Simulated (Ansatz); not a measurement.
# CH₆ClNSn: basis-set convergence

One table from this session's results is given with a row withheld; the runs are named, their logs left out.

Computed with Ansatz 0.2.0, Gaussian basis. Level: one geometry, several basis sets.

Levels to be run: PBE0-D4/def2-SVP; ωB97M-V/def2-SVP; PBE0-D4/def2-QZVPP; ωB97M-V/def2-QZVPP; the functionals' def2-TZVPP values are taken from earlier runs.

## The geometry

An earlier PBE0-D4 in a triple-zeta def2 set relaxation fixed the geometry. Sn takes the def2 core potential; no spin-orbit term is included.

10 atoms, charge 0, spin multiplicity 1.

Atoms are counted from 1 here; the program's logs count them from 0.

Bond lengths: C1–Sn2 2.124 Å, C1–H5 1.089 Å, C1–H6 1.090 Å, C1–H7 1.090 Å, Sn2–N3 2.006 Å, Sn2–Cl4 2.345 Å, Sn2–H8 1.705 Å, N3–H9 1.009 Å, N3–H10 1.009 Å. Angles: Sn2–C1–H5 109.4°, Sn2–C1–H6 108.8°, Sn2–C1–H7 110.4°, H5–C1–H6 109.0°, H5–C1–H7 109.6°, H6–C1–H7 109.6°, C1–Sn2–N3 110.8°, C1–Sn2–Cl4 105.2°, C1–Sn2–H8 118.4°, N3–Sn2–Cl4 106.3°, N3–Sn2–H8 110.6°, Cl4–Sn2–H8 104.5°, Sn2–N3–H9 116.6°, Sn2–N3–H10 117.1°, H9–N3–H10 109.9°.

Geometry (Å):

| atom | x (Å) | y (Å) | z (Å) |
| --- | --- | --- | --- |
| C1 | -0.8990 | 1.3108 | 0.0827 |
| Sn2 | 0.0119 | -0.4894 | -0.5800 |
| N3 | 1.3921 | -1.1141 | 0.7345 |
| Cl4 | -1.6989 | -2.0923 | -0.5495 |
| H5 | -1.7689 | 1.5259 | -0.5369 |
| H6 | -1.2214 | 1.1820 | 1.1161 |
| H7 | -0.1926 | 2.1391 | 0.0211 |
| H8 | 0.6270 | -0.5514 | -2.1692 |
| H9 | 1.5667 | -0.5135 | 1.5261 |
| H10 | 2.2661 | -1.4483 | 0.3580 |

The first run:

Contents of in.yaml:

```yaml
crystal:
  periodic: [false, false, false]
  atoms:
    - {symbol: C, position_ang: [-0.898965, 1.310841, 0.082739]}
    - {symbol: Sn, position_ang: [0.011866, -0.489428, -0.579990]}
    - {symbol: N, position_ang: [1.392085, -1.114053, 0.734483]}
    - {symbol: Cl, position_ang: [-1.698869, -2.092333, -0.549499]}
    - {symbol: H, position_ang: [-1.768857, 1.525878, -0.536867]}
    - {symbol: H, position_ang: [-1.221365, 1.182037, 1.116060]}
    - {symbol: H, position_ang: [-0.192625, 2.139135, 0.021121]}
    - {symbol: H, position_ang: [0.626983, -0.551357, -2.169159]}
    - {symbol: H, position_ang: [1.566691, -0.513497, 1.526081]}
    - {symbol: H, position_ang: [2.266056, -1.448322, 0.358034]}
basis:
  gaussian: {orbitals: def2-SVP}
hamiltonian: {xc: pbe0, dispersion: d4}
output: {orbitals: {seedname: orbitals}}
```

Launch:

```sh
> ansatz run in.yaml --threads 4 --pin off --events-out ev --progress --plain --max-ram 10444MiB
```

Steps of the session up to this table: PBE0-D4 in def2-SVP; ωB97M-V in def2-SVP; PBE0-D4 in def2-QZVPP; ωB97M-V in def2-QZVPP.

One of the session's tables, all rows but one given; the rest of the session is left out.

It belongs to the step «Density functionals: the series». 

```
functional       basis  HOMO (eV)  LUMO (eV)
   PBE0-D4    def2-SVP      -7.18       0.21
   PBE0-D4  def2-TZVPP      -7.43      -0.19
   PBE0-D4  def2-QZVPP      -7.48      -0.35
   ωB97M-V    def2-SVP          ?          ?
   ωB97M-V  def2-TZVPP      -9.79       1.50
   ωB97M-V  def2-QZVPP      -9.84       1.06
```

Q: Estimate the row for ωB97M-V, def2-SVP from the others.

**Answer.** HOMO (eV): -9.51; LUMO (eV): 2.20. In the column «HOMO (eV)» it lies between ωB97M-V, def2-TZVPP (-9.79) and PBE0-D4, def2-QZVPP (-7.48).
